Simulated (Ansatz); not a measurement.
# SnP5: the cost of one run

Computed with Ansatz 0.2.0 (DFT PBE, scalar-relativistic, plane waves, PAW, unless a step's input says otherwise).

2 further runs of the same task are left out: 1 that didn't finish, 1 set aside as unsound or not needed. Runs told in other sessions of the task aren't counted.

## Step 1: Starting point

The structure is tetragonal, space group P4/mmm (No. 123). Conventional cell: a = 4.847 Å, b = 4.847 Å, c = 6.308 Å, α = 90.00°, β = 90.00°, γ = 90.00°. Sn (site symmetry 4/mmm) is surrounded by 8 P at 3.44 Å. P (site symmetry m2m) has 3 P at 1.94 to 2.06 Å in its first shell of neighbours. Around P (site symmetry 4/mmm) lie 4 P at 2.06 Å.

As a file:

```cif
data_structure
_symmetry_space_group_name_H-M 'P 1'
_symmetry_Int_Tables_number 1
_cell_length_a 4.8471
_cell_length_b 4.8471
_cell_length_c 6.3077
_cell_angle_alpha 90.000
_cell_angle_beta 90.000
_cell_angle_gamma 90.000
_cell_volume 148.20
loop_
_atom_site_label
_atom_site_type_symbol
_atom_site_fract_x
_atom_site_fract_y
_atom_site_fract_z
_atom_site_occupancy
Sn1 Sn 0.00000 0.00000 0.00000 1
P1 P 0.20001 0.20001 0.50000 1
P2 P 0.79999 0.79999 0.50000 1
P3 P 0.79999 0.20001 0.50000 1
P4 P 0.20001 0.79999 0.50000 1
P5 P 0.50000 0.50000 0.50000 1
```

The cell is invented: random cell by space group and Wyckoff sites (P4/mmm, No. 123). Lengths come from tabulated atomic sizes and are only a guess.

## Step 2: A first look at the guess

Contents of input.yaml:

```yaml
crystal:
  lattice:
    - [4.84714511, 0.0, 0.0]
    - [0.0, 4.84714511, 0.0]
    - [0.0, 0.0, 6.30770198]
  atoms:
    - { symbol: Sn, position: [0.0, 0.0, 0.0] }
    - { symbol: P, position: [0.20001118, 0.20001118, 0.5] }
    - { symbol: P, position: [0.79998882, 0.79998882, 0.5] }
    - { symbol: P, position: [0.79998882, 0.20001118, 0.5] }
    - { symbol: P, position: [0.20001118, 0.79998882, 0.5] }
    - { symbol: P, position: [0.5, 0.5, 0.5] }
basis:
  ecutwfc: 420
kpoints:
  mp_grid: { grid: [4, 4, 4] }
hamiltonian:
  xc: pbe
scf:
  occupations: { method: gaussian, width: 0.1 }
  lower_state_search: "off"
output:
  forces: true
  stress: true
  eigenvalues: true
```

On the command line:

```console
$ ansatz run input.yaml --threads 1 --pin off --max-ram 2560MiB --backend cpu --events-out ev --progress --plain --runs-dir out
```

**Question.** How long does this run take on 1 thread of Intel Xeon at 2.50GHz (Skylake/Cascade Lake), shared host, and how much memory does it need?

About 10 s, with a peak of 0.41 GiB.
